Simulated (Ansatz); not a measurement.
**C2H7ClSi2: up Jacob's ladder to CCSD(T)**

One table from this session's results is given with a row withheld; the runs are named, their logs left out.

Computed with Ansatz 0.2.0, Gaussian basis. Level: functionals in def2-TZVPP, the program's frozen cores in correlated methods.

Plan: PBE-D4, r2SCAN-D4, PBE0-D4, B3LYP-D4, ωB97X-V, ωB97M-V, B2PLYP; CCSD(T)/def2-TZVPP; MP2/def2-QZVPP; extrapolation to the limit.

**The relaxed structure**

An earlier PBE0-D4 in a triple-zeta def2 set relaxation fixed the geometry.

SMILES `C=C[SiH2][SiH2]Cl`, 12 atoms, charge 0, spin multiplicity 1.

Atoms are counted from 1 here; the program's logs count them from 0.

Bond lengths: C1–C2 1.330 Å, C1–H6 1.086 Å, C1–H7 1.086 Å, C2–Si3 1.858 Å, C2–H8 1.089 Å, Si3–Si4 2.343 Å, Si3–H9 1.491 Å, Si3–H10 1.488 Å, Si4–Cl5 2.066 Å, Si4–H11 1.486 Å, Si4–H12 1.486 Å. Angles: C2–C1–H6 121.8°, C2–C1–H7 122.0°, H6–C1–H7 116.1°, C1–C2–Si3 123.1°, C1–C2–H8 118.3°, Si3–C2–H8 118.5°, C2–Si3–Si4 109.8°, C2–Si3–H9 111.3°, C2–Si3–H10 109.6°, Si4–Si3–H9 107.9°, Si4–Si3–H10 108.7°, H9–Si3–H10 109.4°, Si3–Si4–Cl5 108.4°, Si3–Si4–H11 111.9°, Si3–Si4–H12 112.7°, Cl5–Si4–H11 107.4°, Cl5–Si4–H12 107.6°, H11–Si4–H12 108.5°.

The first run:

File in.yaml:

```yaml
crystal:
  periodic: [false, false, false]
  atoms:
    - {symbol: C, position_ang: [-0.509279, 1.931891, 1.145981]}
    - {symbol: C, position_ang: [-0.550350, 0.602343, 1.142263]}
    - {symbol: Si, position_ang: [0.787419, -0.452499, 0.400832]}
    - {symbol: Si, position_ang: [0.008549, -1.456500, -1.567380]}
    - {symbol: Cl, position_ang: [-0.511642, 0.036534, -2.897658]}
    - {symbol: H, position_ang: [0.334106, 2.480117, 0.736059]}
    - {symbol: H, position_ang: [-1.315355, 2.532272, 1.558271]}
    - {symbol: H, position_ang: [-1.426052, 0.111478, 1.564084]}
    - {symbol: H, position_ang: [1.202229, -1.536614, 1.336365]}
    - {symbol: H, position_ang: [1.966377, 0.393330, 0.071410]}
    - {symbol: H, position_ang: [-1.204093, -2.281716, -1.327553]}
    - {symbol: H, position_ang: [1.036090, -2.305834, -2.223475]}
basis:
  gaussian: {orbitals: def2-TZVPP}
hamiltonian: {xc: pbe, dispersion: d4}
output: {forces: true, orbitals: {seedname: orbitals}}
```

Among the steps run: PBE-D4 (GGA); r2SCAN-D4 (meta-GGA); PBE0-D4 (hybrid); B3LYP-D4 (hybrid); ωB97X-V (range-separated); ωB97M-V (range-separated); B2PLYP (double hybrid); CCSD(T) in def2-TZVPP; MP2 in def2-QZVPP.

One table of the session follows, with a row left open; its other results are not shown here.

It belongs to the step «Atomisation energies». 

```
            method  atomisation energy (kJ/mol)
            PBE-D4                       4212.7
         r2SCAN-D4                       4190.7
           PBE0-D4                       4178.0
          B3LYP-D4                       4174.9
           ωB97X-V                            ?
           ωB97M-V                       4188.0
            B2PLYP                       4123.4
     HF/def2-TZVPP                       3171.2
    MP2/def2-TZVPP                       4102.5
   CCSD/def2-TZVPP                       4020.9
CCSD(T)/def2-TZVPP                       4074.7
           MP2/CBS                       4210.5
       CCSD(T)/CBS                       4182.6
```

Q: Estimate the row for ωB97X-V from the others.

As computed: atomisation energy (kJ/mol): 4201.2. In the column «atomisation energy (kJ/mol)» it lies between r2SCAN-D4 (4190.7) and MP2/CBS (4210.5).

To keep in mind: Free atoms (2 C, 2 Si, 1 Cl, 7 H) were run apart at each level; the atomisation energy is their sum less the molecule, without zero-point or spin-orbit terms.
